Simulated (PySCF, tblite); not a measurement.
**C₂H₁₀FNSi₄: geometry, infrared bands and NMR shifts**

Wanted: the infrared bands and NMR shifts of C₂H₁₀FNSi₄ (`N#CC[Si@@H](F)[SiH2][SiH2][SiH3]`), by calculation.

The runs use tblite 0.8.0 and PySCF 2.14.0, with density-fitted response routines of our own; the level of theory stands in each step. All values are computed, except where a source is named. Atoms are numbered from 0 throughout.

## Step 1: The molecule as given

18 atoms, charge 0, multiplicity 1; geometry from: force field or distance geometry start.

Bonds of the start (Å): N0–C1 1.16, C1–C2 1.46, C2–Si3 1.83, Si3–F4 1.71, Si3–Si5 2.25, Si5–Si6 2.23, Si6–Si7 2.22, C2–H8 1.12, C2–H9 1.12, Si3–H10 1.44, Si5–H11 1.46, Si5–H12 1.47, Si6–H13 1.47, Si6–H14 1.49, Si7–H15 1.48, Si7–H16 1.47, Si7–H17 1.49.

## Step 2: Optimising the geometry with GFN2-xTB

What the job is given:

```
{"job": {"kind": "relax", "xc": "GFN2-xTB", "basis": "xTB"}, "charge": 0, "multiplicity": 1}
N     -3.950600    -1.705500     0.596100
C     -3.613200    -0.685100     0.168800
C     -3.165100     0.611400    -0.334800
Si    -1.403100     0.980200    -0.005300
F     -1.120400     0.697600     1.657800
Si     0.012800    -0.372800    -1.112100
Si     1.838900    -0.474700     0.162200
Si     3.740900    -0.235300    -0.961500
H     -3.400200     0.704800    -1.429700
H     -3.783600     1.389100     0.188600
H     -1.098500     2.354600    -0.316000
H      0.269800     0.161400    -2.442700
H     -0.571100    -1.715400    -1.204500
H      1.832700    -1.774200     0.852800
H      1.804800     0.650100     1.134700
H      4.820600    -0.459800     0.026900
H      3.910200     1.130800    -1.483400
H      3.866200    -1.250900    -2.039100
```

The run is started by

```sh
OMP_NUM_THREADS=1 python probes_run.py task.json out
```

One launch serves the whole session: the jobs run in the order shown.

**Question.** This job is followed by: GFN2-xTB harmonic vibrations, gas phase; GIAO PBE0/pcSseg-1 NMR shielding, non-relativistic, gas phase. What will the session give for the following? strongest single infrared mode (GFN2-xTB); zero-point energy (GFN2-xTB); 13C shifts against TMS (PBE0/pcSseg-1); 1H shifts against TMS (PBE0/pcSseg-1, means over atoms taken as alike); 15N shifts against NH3 (PBE0/pcSseg-1); 29Si shifts against TMS (PBE0/pcSseg-1); 19F shifts against CFCl3 (PBE0/pcSseg-1).

**Answer**, as computed:

| quantity | value |
| --- | --- |
| strongest single infrared mode (GFN2-xTB) | 571 cm⁻¹, 1253 km/mol |
| zero-point energy (GFN2-xTB) | 64.5 kcal/mol |
| 13C shifts against TMS (PBE0/pcSseg-1) | 125.1, 7.7 ppm |
| 1H shifts against TMS (PBE0/pcSseg-1, means over atoms taken as alike) | 5.97, 4.05, 3.93, 3.59, 3.35, 3.28, 2.13, 1.43 ppm |
| 15N shifts against NH3 (PBE0/pcSseg-1) | 298.3 ppm |
| 29Si shifts against TMS (PBE0/pcSseg-1) | 38.4, -112.7, -123.8, -130.2 ppm |
| 19F shifts against CFCl3 (PBE0/pcSseg-1) | -218.5 ppm |

Relaxing lowered the energy by 0.776 eV in 258 steps; the close pair that moved most is Si5–Si6, from 2.229 to 2.335 Å. No mode is imaginary among the 48: a minimum at this level. GFN2-xTB is a fitted tight-binding method: band positions and strengths are rough. Its intensities can rank the bands wrongly. The most deshielded carbon is C1 (nitrile carbon), at 125.1 ppm: typical of a nitrile. At PBE0/pcSseg-1: The widest tensor belongs to N0: span 499 ppm, with a paramagnetic part of -372 ppm.
